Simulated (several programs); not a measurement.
**Many methods on one cell: SrCaTe₂ (ordering on rocksalt)**

SrCaTe₂, ordered on the rocksalt lattice (R-3m) with 4 atoms a cell, relaxed with r2SCAN in Ansatz, was computed with several methods. It is trigonal, R-3m (No. 166); conventional cell a = 4.626 Å, c = 22.677 Å, 35.02 Å³ an atom. Sr has 6 Te at 3.33 Å; Ca has 6 Te at 3.22 Å; Te has 3 Ca at 3.22 Å and 3 Sr at 3.33 Å. Spin-unpolarised throughout. Whether this structure exists isn't addressed.

Space group R-3m:H (No. 166). a = 4.626 Å, b = 4.626 Å, c = 22.677 Å, α = 90.00°, β = 90.00°, γ = 120.00°
```json
{"atom": "Sr", "site": "3a", "symmetry": "-3m", "x": "0.0000", "y": "0.0000", "z": "0.0000"}
{"atom": "Ca", "site": "3b", "symmetry": "-3m", "x": "0.6667", "y": "0.3333", "z": "0.8333"}
{"atom": "Te", "site": "6c", "symmetry": "3m", "x": "0.3333", "y": "0.6667", "z": "0.9124"}
```

Gaps and times are for a single point on this cell; volume and bulk modulus come from each method's own relaxation or energy curve at fixed shape, which is too stiff where a cell has free coordinates or axes. Times are rough, from shared hosts (AMD EPYC 9R45 96-Core Processor; Arm Neoverse V1), and each method has its own mesh and cell size. A double dagger marks a value from a curve with shape and coordinates held. PM6 (MOPAC), PM7 (MOPAC), GFN1-xTB (tblite), GFN2-xTB (tblite) treat a cluster of cells at its zone centre, which samples few k points: where these miss a band edge, the gap comes out too large for that reason alone. Gaps from k meshes are read at a limited set of points (mesh, symmetry points, PBE's band edges), so each method's own least gap may be somewhat smaller. xTB and the PM methods were fitted mostly to molecules, and can miss a solid's gap by electronvolts. Minimal bases can be far off for gaps. Times of the plane-wave ladder aren't listed, since it ran on unlike processors and cards. G0W0 is at finite bands, cutoff and mesh. d marks a direct gap, i an indirect one (no mark: not told apart), a dash a value that wasn't computed or didn't pass its checks.

| method | kind | gap (eV) | own volume (Å³/atom) | bulk modulus (GPa) | atoms computed | processor time |
| --- | --- | --- | --- | --- | --- | --- |
| light PBE (260 eV and a coarse mesh) | light plane-wave | 1.58 i | – | – | 4 | 1.7 s |
| PM7 (MOPAC) | semi-empirical | 8.24 | – | – | cluster | 5.8 s |
| PM6 (MOPAC) | semi-empirical | 5.08 | – | – | cluster | 6.2 s |
| PBE | semilocal | 1.64 i | 35.23 | 35‡ | 4 | – |
| GFN1-xTB (tblite) | tight binding | 4.22 | – | – | cluster | 16 s |
| r2SCAN | semilocal | 2.05 i | 35.02 | 37‡ | 4 | – |
| PBE+SOC | semilocal | 1.37 i | – | – | 4 | – |
| PBE/single zeta (GPAW) | small basis | 1.95 i | – | – | 4 | 29 s |
| PBE/SZV (CP2K) | small basis | 2.08 i | – | – | 4 | 30 s |
| GFN2-xTB (tblite) | tight binding | 0.78 | – | – | cluster | 33 s |
| PBE/DZVP (CP2K) | small basis | 1.79 i | 35.44‡ | 35‡ | 4 | 56 s |
| HSE06 | hybrid | 2.39 i | – | – | 4 | – |
| PBE0 | hybrid | 3.04 i | – | – | 4 | – |
| G0W0@PBE (140 eV screening cutoff) | many-body | 2.89 | – | – | 4 | – |

Against HSE06 (2.39 eV) and with closed or daggered gaps left aside, the nearest gap at the points sampled is that of PBE/SZV (CP2K) (-0.31 eV) and the farthest that of PM7 (MOPAC) (+5.85 eV). HSE06 is only a yardstick of convenience, and nearness to it can be luck.

Volumes against r2SCAN's: PBE +0.6 %.

Runs without a result: GLLB-SC (GPAW) (single point, out of time).

Only the rows marked +SOC include spin-orbit coupling.
